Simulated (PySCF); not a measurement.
CNAsH4, in a box:

```
C N As H
1.0
    13.00000    0.00000    0.00000
     0.00000   12.00000    0.00000
     0.00000    0.00000   12.00000
C N As H
1 1 1 4
Cartesian
  5.7289 6.0708 5.5673
  5.8210 6.2894 6.9764
  7.0439 4.9036 6.4435
  4.8174 5.5804 5.2407
  6.1219 6.8127 4.8777
  6.3333 7.1384 7.1903
  8.2086 5.8247 6.0533
```

Program: PySCF 2.14.0. Alike in all runs: task atomic charges; potentials or basis pob-tzvp-rev2 (all-electron); no spin polarisation; cell as given; k mesh 1 × 1 × 1; smearing fixed.

Order these runs on this cell by their band gap on the k mesh, lowest first.
A. level M06; exxdiv ewald
B. level X3LYP+D4; three-body dispersion term yes; exxdiv ewald
C. level LDA

C (4.56 eV), B (6.47 eV), A (6.82 eV).

Caveats: this is a molecule in a periodic box at the Γ point, so its band gap is the HOMO-LUMO gap; relativity is left out, which matters for the heavier elements; the basis of atomic orbitals isn't converged, which shifts pressures, moduli and gaps.

Runs at the PBE level aren't shown here.
